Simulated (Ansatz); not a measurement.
# CaMgF4: the band gap up the ladder of functionals

An exercise on one series of results from a longer session: the logs are not shown, and one member is left open.

Code: Ansatz 0.2.0. PAW datasets, plane waves. No spin polarisation and no zero-point or thermal motion; the cell was built from a prototype and may be hypothetical.

## The system as given

The cell was relaxed beforehand with r2SCAN.

Space group P4/mmm (No. 123), tetragonal; a = 3.654 Å, c = 5.249 Å in the conventional setting, 11.68 Å³ an atom. Near Ca stand 8 F at 2.30 Å; near F stand 2 Mg at 2.20 Å and 2 Ca at 2.30 Å and 1 F at 2.44 Å; near Mg stand 8 F at 2.20 Å.

As a file:

```
CELL_PARAMETERS angstrom
3.65404 0.00000 0.00000
0.00000 3.65404 0.00000
0.00000 0.00000 5.24902
ATOMIC_POSITIONS crystal
Ca 0.00000 0.00000 0.00000
F 0.00000 0.50000 0.73262
F 0.00000 0.50000 0.26738
Mg 0.50000 0.50000 0.50000
F 0.50000 0.00000 0.26738
F 0.50000 0.00000 0.73262
```

Set-up of the first run:

Contents of input.yaml:

```yaml
crystal:
  lattice:
    - [3.6540441256, 0.0, 0.0]
    - [0.0, 3.6540441256, 0.0]
    - [0.0, 0.0, 5.2490176242]
  atoms:
    - { symbol: Ca, position: [0.0, 0.0, 0.0] }
    - { symbol: F, position: [0.0, 0.5, 0.7326222146] }
    - { symbol: F, position: [0.0, 0.5, 0.2673777854] }
    - { symbol: Mg, position: [0.5, 0.5, 0.5] }
    - { symbol: F, position: [0.5, 0.0, 0.2673777854] }
    - { symbol: F, position: [0.5, 0.0, 0.7326222146] }
kpoints:
  mp_grid: { grid: [8, 8, 6] }
  band_path:
    path:
      - [[0.0, 0.0, 0.0], [2.874957145607e-51, 0.5, 3.773152257198e-35], [0.5, 0.5, 4.692003407786e-35], [0.0, 0.0, 0.0], [2.684550759442e-52, -8.539911181352e-52, 0.5], [8.776129382599e-51, 0.5, 0.5], [0.5, 0.5, 0.5], [2.684550759442e-52, -8.539911181352e-52, 0.5]]
      - [[2.874957145607e-51, 0.5, 3.773152257198e-35], [8.776129382599e-51, 0.5, 0.5]]
      - [[0.5, 0.5, 4.692003407786e-35], [0.5, 0.5, 0.5]]
    npoints: 10
hamiltonian:
  xc: pbe
scf:
  occupations: { method: fermi_dirac, width: 0.02 }
  n_extra_bands: 5
output:
  forces: true
  stress: true
  eigenvalues: true
  write_density: true
  write_potential: true
  elf: true
  volumetric_format: npy
```

On the command line:

```bash
$ ansatz run input.yaml --threads 2 --pin off --max-ram 20275MiB --backend cpu --events-out ev --progress --plain --runs-dir out
```

Steps of the session up to this table: PBE band path; r2SCAN at the same geometry; HSE06; PBE0.

One table of the session follows, with a row left open; its other results are not shown here.

```
 level  gap (eV)
   PBE         ?
r2SCAN      7.15
 HSE06      8.57
  PBE0      9.33
```

Estimate the missing values for PBE.

The run gave: gap (eV): 6.40. In the column «gap (eV)» it is the lowest.

Meshes: PBE 8×8×6, r2SCAN 8×8×6, HSE06 4×4×4, PBE0 4×4×4

Against HSE06, PBE is short by 2.17 eV, at 75 % of it, and r2SCAN 83 %. PBE0 lies 0.76 eV above HSE06, which differs from it by screening the long-range exchange.

Caveats from the session: Warnings in the runs' records: stress exchange threshold loose, stress scf threshold loose.
